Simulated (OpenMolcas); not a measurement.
# BCl2F (dichlorofluoroborane) at HF/ANO-R3 (DKH8, RICD fitting)

Aim: the energy change on altering one bond length of BCl2F (dichlorofluoroborane) at HF/ANO-R3 (DKH8, RICD fitting), from 2 runs. 

The results are computed with OpenMolcas 26.06.

### Step 1. The structure to begin with

BCl2F: 4 atoms, total charge 0, spin state singlet. SMILES: `FB(Cl)Cl`. The coordinates come from a PBE0-D4/def2-TZVP relaxation.

Bond lengths: F1–B2 1.310 Å, B2–Cl3 1.739 Å, B2–Cl4 1.739 Å. Angles: F1–B2–Cl3 119.3°, F1–B2–Cl4 119.3°, Cl3–B2–Cl4 121.5°.

### Step 2. A single-point energy at HF/ANO-R3 (DKH8, RICD fitting)

job.inp reads:

```
* BCl2F Hartree-Fock
>>> EXPORT MOLCAS_PRINT=2

&GATEWAY
  Coord
  4
  angstrom
  F        0.114370      -1.165320      -0.781190
  B        0.007910      -0.080610      -0.054040
  Cl      -1.549540       0.373780       0.571420
  Cl       1.427260       0.872140       0.263810
  Basis=ANO-R3
  Group=NoSym
  RICD

&SEWARD
  Relativistic=R08O02
  Expert

&SCF
  PrOrbitals=1 1
```

Started as:

```bash
$ export MOLCAS_MEM=1860
$ pymolcas job.inp > job.log
```

The log of the run:

```text
--- Start Module: gateway ---
[...]
--- Stop Module: gateway /rc=_RC_ALL_IS_WELL_ ---
[...]
--- Start Module: seward ---
[...]
 ###    WARNING:  EXPERT option is ON!                                       ###
 ###############################################################################
               SEWARD will generate:
[...]
      Basis functions          208
--- Stop Module: seward /rc=_RC_ALL_IS_WELL_ ---
[...]
--- Start Module: scf ---
[...]
       Convergence after  11 Iterations
[...]
::    Total SCF energy                              -1046.2825231003
[...]
      Total spin, S                                     0.0000000000
[...]
      Total electronic charge=   48.000000
      Total            charge=   -0.000000
[...]
      Dipole Moment (debye):
      Origin of the operator (angstrom)=   -0.0202    0.2055    0.1378
                   X= -2.8126E-02               Y=  2.8653E-01               Z=  1.9207E-01           Total=  3.4610E-01
      Quadrupole Moment (debye*angstrom):
[...]
--- Stop Module: scf /rc=_RC_ALL_IS_WELL_ ---
[...]
```

It took 59 s on 1 thread of Arm Neoverse V2, shared host; peak memory 0.42 GiB.

### Step 3. The distorted shape

job.input reads:

```
* BCl2F Hartree-Fock

&GATEWAY
  COORD
  4
  angstrom
  F        0.893135      -1.392527      -1.093936
  B        0.786675      -0.307817      -0.366786
  Cl      -1.549540       0.373780       0.571420
  Cl       2.206025       0.644933      -0.048936
  BASIS=ANO-R3
  GROUP=NoSym
  RICD

&SEWARD
  RELATIVISTIC=R08O02
  EXPERT

&SCF
  PRORBITALS=1 1
```

Started as:

```bash
$ export MOLCAS_MEM=1860
$ pymolcas job.input > job.log
```

The log of the run:

```text
--- Start Module: gateway ---
[...]
--- Stop Module: gateway /rc=_RC_ALL_IS_WELL_ ---
[...]
--- Start Module: seward ---
[...]
 ###    WARNING:  EXPERT option is ON!                                       ###
 ###############################################################################
               SEWARD will generate:
[...]
      Basis functions          208
--- Stop Module: seward /rc=_RC_ALL_IS_WELL_ ---
[...]
--- Start Module: scf ---
[...]
       Convergence after  12 Iterations
[...]
::    Total SCF energy                              -1046.1657127595
[...]
      Total spin, S                                     0.0000000000
[...]
      Total electronic charge=   48.000000
      Total            charge=   -0.000000
[...]
      Dipole Moment (debye):
      Origin of the operator (angstrom)=    0.4861    0.0578   -0.0655
                   X=  3.9404E+00               Y= -4.3286E-01               Z= -1.1169E+00           Total=  4.1184E+00
      Quadrupole Moment (debye*angstrom):
[...]
--- Stop Module: scf /rc=_RC_ALL_IS_WELL_ ---
[...]
```

Run time: 62 s. Hardware: 1 thread of Arm Neoverse V2, shared host; peak memory 0.42 GiB.

### Step 4. What came out

Level: HF/ANO-R3 (DKH8, RICD fitting).

| quantity | value |
| --- | --- |
| first shape: total energy | -1046.28252 Eh |
| first shape: dipole moment | 0.35 D |
| first shape: HOMO energy | -12.84 eV |
| first shape: LUMO energy | 2.83 eV |
| first shape: HOMO–LUMO gap | 15.67 eV |
| distorted shape: total energy | -1046.16571 Eh |
| distorted shape: dipole moment | 4.12 D |
| distorted shape: HOMO energy | -11.64 eV |
| distorted shape: LUMO energy | -0.02 eV |
| distorted shape: HOMO–LUMO gap | 11.62 eV |
| energy change with the B2–Cl3 bond stretched from 1.739 to 2.608 Å | 3.179 eV |

**Reading.** With the B2–Cl3 bond stretched from 1.739 to 2.608 Å the energy rises by 3.18 eV (307 kJ/mol). The first shape isn't relaxed at this level, so the change isn't measured from a minimum. Mulliken charges (distorted shape) run from -0.39 on Cl3 to +0.57 on B2.
